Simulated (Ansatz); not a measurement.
# BH6NO2: the cost of one run

Method: RKS BHLYP-D4/6-31G*, in Ansatz 0.2.0.

## 1. The system as given

Bond lengths: B1–O3 1.410 Å, O3–H4 1.010 Å, B1–O5 1.410 Å, O5–H6 1.010 Å, B1–N7 1.850 Å, N7–H8 1.060 Å, N7–H9 1.060 Å. Angles: B1–O3–H4 109.5°, O3–B1–O5 120.0°, O3–B1–N7 96.8°, O5–B1–N7 101.3°, B1–O5–H6 109.5°, B1–N7–H8 120.0°, B1–N7–H9 120.0°, H8–N7–H9 120.0°.

Structure file:

```xyz
10

B     0.0000    0.0000    0.0000
H     0.0000    0.0000    1.5400
O     1.2211    0.0000   -0.7050
H     1.5209   -0.9519   -0.8599
O    -1.2211    0.0000   -0.7050
H    -1.7308   -0.8467   -0.4965
N     0.0829    1.7537    0.5833
H     0.4765    1.9752    1.5423
H    -0.2631    2.5370   -0.0414
H     0.0424    0.8968    1.5631
```

## 2. Pulling towards end A

Springs on the bonds that form and break draw the guess towards this end; the thresholds are loose.

Input file input.yaml:

```yaml
crystal:
  periodic: [false, false, false]
  atoms:
    - { symbol: B, position_ang: [0.0, 0.0, 0.0] }
    - { symbol: H, position_ang: [0.0, 0.0, 1.54] }
    - { symbol: O, position_ang: [1.2211, 0.0, -0.705] }
    - { symbol: H, position_ang: [1.5209, -0.9519, -0.8599] }
    - { symbol: O, position_ang: [-1.2211, 0.0, -0.705] }
    - { symbol: H, position_ang: [-1.7308, -0.8467, -0.4965] }
    - { symbol: "N", position_ang: [0.0829, 1.7537, 0.5833] }
    - { symbol: H, position_ang: [0.4765, 1.9752, 1.5423] }
    - { symbol: H, position_ang: [-0.2631, 2.537, -0.0414] }
    - { symbol: H, position_ang: [0.0424, 0.8968, 1.5631] }
basis:
  gaussian: { orbitals: "6-31G*" }
hamiltonian:
  xc: { name: BHLYP }
  dispersion: d4
relax:
  f_tol: 0.15
  max_steps: 25
  restrain:
    - { distance: [0, 6], at: 2.75, k: 30.0 }
    - { distance: [9, 1], at: 1.86, k: 30.0 }
    - { distance: [0, 1], at: 1.19, k: 30.0 }
    - { distance: [9, 6], at: 1.06, k: 30.0 }
output:
  orbitals: {}
```

Run with:

```console
$ ansatz run input.yaml --threads 1 --pin off --max-ram 2048MiB --backend cpu --events-out ev --progress --plain --runs-dir out
```

**Question.** How long does this run take on 1 thread of Arm Neoverse V2, shared host, and how much memory does it need?

About 37 s, with a peak of 0.14 GiB.
